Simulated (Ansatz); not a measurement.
# Si16Ge: the cost of one run

All numbers below are computed with Ansatz 0.2.0 (DFT LDA, plane waves, PAW, scalar-relativistic, no spin polarisation).

### Step 1. The structure to begin with

The cell holds 17 atoms (GeSi16): a = 7.679 Å, b = 7.679 Å, c = 7.679 Å, α = 60.00°, β = 60.00°, γ = 60.00°.

The coordinates stand in the first input below.

### Step 2. Preparing the start

The input, input.yaml:

```yaml
accuracy: low
crystal:
  lattice:
    - [0.0, 5.43, 5.43]
    - [5.43, 0.0, 5.43]
    - [5.43, 5.43, 0.0]
  atoms:
    - { symbol: Si, position: [0.0, 0.0, 0.0] }
    - { symbol: Si, position: [0.125, 0.125, 0.125] }
    - { symbol: Si, position: [0.0, 0.0, 0.5] }
    - { symbol: Si, position: [0.125, 0.125, 0.625] }
    - { symbol: Si, position: [0.0, 0.5, 0.0] }
    - { symbol: Si, position: [0.125, 0.625, 0.125] }
    - { symbol: Si, position: [0.0, 0.5, 0.5] }
    - { symbol: Si, position: [0.125, 0.625, 0.625] }
    - { symbol: Si, position: [0.5, 0.0, 0.0] }
    - { symbol: Si, position: [0.625, 0.125, 0.125] }
    - { symbol: Si, position: [0.5, 0.0, 0.5] }
    - { symbol: Si, position: [0.625, 0.125, 0.625] }
    - { symbol: Si, position: [0.5, 0.5, 0.0] }
    - { symbol: Si, position: [0.625, 0.625, 0.125] }
    - { symbol: Si, position: [0.5, 0.5, 0.5] }
    - { symbol: Si, position: [0.625, 0.625, 0.625] }
    - { symbol: Ge, position: [0.3694201, 0.3636865, 0.3765233] }
basis:
  ecutwfc: 420.0
kpoints:
  mp_grid: { grid: [2, 2, 2] }
hamiltonian:
  xc: lda
  pseudopotentials: { kind: paw, azcp: { folder: soft_1 } }
scf:
  occupations: { method: fermi_dirac, width: 0.05 }
  lower_state_search: "off"
relax:
  f_tol: 0.08
  max_steps: 25
  adjacent_minimum: "off"
```

The run is started by

```bash
$ ansatz run input.yaml --threads 1 --pin off --max-ram 3072MiB --backend cpu --events-out ev --progress --plain --runs-dir out
```

What time and memory should one allow on 1 thread of Intel Xeon 6975P-C (Granite Rapids), shared host?

About 11 s, with a peak of 0.58 GiB.
